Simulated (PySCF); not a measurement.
# C10H12O3: the cost of one run

The runs use PySCF 2.14.0, with density-fitted response routines of our own; the level of theory stands in each step. All values are computed, except where a source is named. Atoms count from 0, in the outputs and in this text.

### 1 The molecule as given

25 atoms, charge 0, multiplicity 1; geometry from: GFN2-xTB.

Bonds of the start (Å): C0–O1 1.41, O1–C2 1.37, C2–C3 1.39, C3–C4 1.38, C4–C5 1.38, C5–C6 1.38, C6–C7 1.39, C7–O8 1.37, O8–C9 1.41, C9–C10 1.51, C10–C11 1.46, C11–O12 1.40, C7–C2 1.41, O12–C10 1.39, C0–H13 1.09, C0–H14 1.09, C0–H15 1.10, C3–H16 1.08, C4–H17 1.08, C5–H18 1.08, C6–H19 1.08, C9–H20 1.10, C9–H21 1.10, C10–H22 1.09, C11–H23 1.08, C11–H24 1.08.

### 2 Optimising the geometry at PBE0-D3(BJ)/def2-SVP

What the job is given:

```
{"job": {"xc": "PBE0", "basis": "def2-SVP", "d3": "d3bj", "grid": 1, "kind": "geom"}, "charge": 0, "multiplicity": 1}
C     -2.552610     0.900930     1.715640
O     -1.364600     0.573000     1.039430
C     -1.425190    -0.287990    -0.030350
C     -2.601050    -0.903810    -0.442820
C     -2.623800    -1.775080    -1.518330
C     -1.458220    -2.048350    -2.206130
C     -0.282200    -1.441100    -1.811510
C     -0.238120    -0.561740    -0.733860
O      1.012100    -0.073340    -0.473090
C      1.226110     0.960510     0.466280
C      2.697040     1.309220     0.385720
C      3.678660     0.607630     1.215330
O      3.277710     1.918280     1.496520
H     -3.288680     1.356980     1.045750
H     -2.260540     1.626150     2.474130
H     -2.995690     0.026320     2.203250
H     -3.520380    -0.709230     0.085660
H     -3.555480    -2.235220    -1.809290
H     -1.460170    -2.726370    -3.045280
H      0.644630    -1.632470    -2.328510
H      0.980470     0.637260     1.483500
H      0.623230     1.843190     0.222010
H      3.018080     1.693550    -0.579360
H      4.696710     0.492270     0.862720
H      3.336970    -0.147950     1.912880
```

**Question.** How long does this first job take on 8 threads of Intel Xeon Platinum 8488C (Sapphire Rapids), shared host?

About 4.7 min.
